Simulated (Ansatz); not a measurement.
# BH4SbTe: the cost of one run

Computed with Ansatz 0.2.0 through its Python package. Level of theory: PBE0+D3(BJ)/def2-SVP.

**1. The system**

Bond lengths: B1–Sb2 2.187 Å, Sb2–Te3 2.772 Å, B1–H4 1.143 Å, B1–H5 1.222 Å, Sb2–H6 1.778 Å, Te3–H7 1.784 Å. Angles: B1–Sb2–Te3 89.6°, B1–Sb2–H6 91.8°, Te3–Sb2–H6 93.2°, Sb2–B1–H4 122.7°, Sb2–B1–H5 121.5°, H4–B1–H5 115.7°, Sb2–Te3–H7 90.6°.

No structure file is read: the coordinates are typed or built in the script.

**2. The code**

relaxed_scan_bh4sbte.py

```python
"""Relaxed scan of one distance in BH4SbTe."""

import ansatz as az
import numpy as np

GEOMETRY = """
B    -1.30570    0.50200   -0.69870
Sb   -0.35390   -0.19130    1.14390
Te    1.57520   -1.48910   -0.36510
H    -1.85400   -0.20170   -1.41330
H    -1.22610    1.66650   -1.05880
H     0.60760    1.29860    1.27270
H     2.61810   -1.65310    1.07360
"""


def main() -> None:
    molecule = az.Crystal.molecule()
    for line in GEOMETRY.strip().splitlines():
        symbol, *xyz = line.split()
        molecule = molecule.atom(symbol, [float(v) for v in xyz])

    calculation = (
        molecule.calculation()
        .basis(gaussian="def2-SVP")
        .functional("pbe0", dispersion="d3bj")
    )
    symbols = [site.symbol for site in molecule.cartesian_sites]
    pairs = [(0, 1), (0, 3), (0, 4), (1, 2), (1, 5), (2, 6)]
    print("held (A)   E (eV)        ", "  ".join(f"{symbols[i]}{i}-{symbols[j]}{j}" for i, j in pairs))
    for length in [1.05, 1.14, 1.23, 1.37, 1.54]:
        summary = calculation.relax(constraints=[az.DistanceConstraint((0, 3), at=length)], force_tolerance=0.02, max_steps=60).run(threads=1).report
        xyz = np.array(summary["positions_ang"])
        print(f"{length:6.2f} {summary['free_energy_ev']:14.5f}  ", "  ".join(f"{np.linalg.norm(xyz[i] - xyz[j]):.3f}" for i, j in pairs))


if __name__ == "__main__":
    main()
```

**3. Running it**

Run with:

```console
> python relaxed_scan_bh4sbte.py
```

Q: Estimate wall time and peak memory on 1 thread of Arm Neoverse V1, shared host.

About 6.5 min, with a peak of 0.28 GiB.
